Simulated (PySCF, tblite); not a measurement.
# C₆H₁₀ClN₂P: geometry, infrared bands and NMR shifts

Wanted: the infrared bands and NMR shifts of C₆H₁₀ClN₂P (`CC(C)(C)n1cpc(Cl)n1`), by calculation.

Programs: tblite 0.8.0 and PySCF 2.14.0, with density-fitted response routines of our own. Each step states its level of theory. These are calculated values for one molecule in the gas phase, unless marked as measured. Atoms count from 0, in the outputs and in this text.

## Step 1: The starting structure

20 atoms, charge 0, multiplicity 1; geometry from: force field or distance geometry start.

Bonds of the start (Å): C0–C1 1.54, C1–C2 1.53, C1–C3 1.54, C1–N4 1.49, N4–C5 1.38, C5–P6 1.83, P6–C7 1.84, C7–Cl8 1.70, C7–N9 1.34, N9–N4 1.36, C0–H10 1.10, C0–H11 1.09, C0–H12 1.11, C2–H13 1.09, C2–H14 1.11, C2–H15 1.08, C3–H16 1.11, C3–H17 1.11, C3–H18 1.09, C5–H19 1.07.

## Step 2: Optimising the geometry with GFN2-xTB

What the job is given:

```
{"job": {"kind": "relax", "xc": "GFN2-xTB", "basis": "xTB"}, "charge": 0, "multiplicity": 1}
C     -0.566900     1.755000    -0.211400
C     -0.520000     0.224300    -0.364200
C     -0.589000    -0.121800    -1.852100
C     -1.734500    -0.364400     0.371000
N      0.726800    -0.347400     0.220200
C      1.054600    -1.682900     0.226900
P      2.672800    -2.065100     1.001200
C      2.691700    -0.242900     1.222700
Cl     4.001200     0.527800     1.973900
N      1.648100     0.481200     0.780800
H     -0.542400     2.062700     0.839800
H      0.255300     2.239800    -0.728700
H     -1.508200     2.159200    -0.626400
H     -0.637600    -1.200100    -2.031200
H     -1.496700     0.329200    -2.308900
H      0.272900     0.266700    -2.382700
H     -1.679800    -0.168400     1.459400
H     -1.801100    -1.463600     0.250900
H     -2.669800     0.060900     0.009500
H      0.417600    -2.439500    -0.179200
```

On the command line:

```bash
OMP_NUM_THREADS=1 python probes_run.py task.json out
```

One launch serves the whole session: the jobs run in the order shown.

**Question.** This job is followed by: GFN2-xTB harmonic vibrations, gas phase; GIAO PBE0/pcSseg-1 NMR shielding, non-relativistic, gas phase. Predict these results of the whole session: strongest single infrared mode (GFN2-xTB); zero-point energy (GFN2-xTB); 13C shifts against TMS (PBE0/pcSseg-1, means over atoms taken as alike); 1H shifts against TMS (PBE0/pcSseg-1, means over atoms taken as alike); 15N shifts against NH3 (PBE0/pcSseg-1); 31P shifts against H3PO4 (PBE0/pcSseg-1); 35Cl shifts against HCl (PBE0/pcSseg-1).

**Answer**, as computed:

| quantity | value |
| --- | --- |
| strongest single infrared mode (GFN2-xTB) | 1328 cm⁻¹, 101 km/mol |
| zero-point energy (GFN2-xTB) | 97.5 kcal/mol |
| 13C shifts against TMS (PBE0/pcSseg-1, means over atoms taken as alike) | 175.1, 162.1, 60.1, 32.5 ppm |
| 1H shifts against TMS (PBE0/pcSseg-1, means over atoms taken as alike) | 8.76, 1.59 ppm |
| 15N shifts against NH3 (PBE0/pcSseg-1) | 363.8, 267.1 ppm |
| 31P shifts against H3PO4 (PBE0/pcSseg-1) | 118.4 ppm |
| 35Cl shifts against HCl (PBE0/pcSseg-1) | 217 ppm |

What this shows: Over 35 steps the energy fell by 0.480 eV; of the close pairs, C5–P6 changed most, 1.834 to 1.723 Å. No mode is imaginary among the 54: a minimum at this level. The strongest single mode, at 1328 cm⁻¹, moves mainly N4. GFN2-xTB is a fitted tight-binding method: band positions and strengths are rough. Its intensities can rank the bands wrongly. NICS(1)zz of -27 ppm above the planar ring from N4 marks a diatropic (aromatic) ring current.
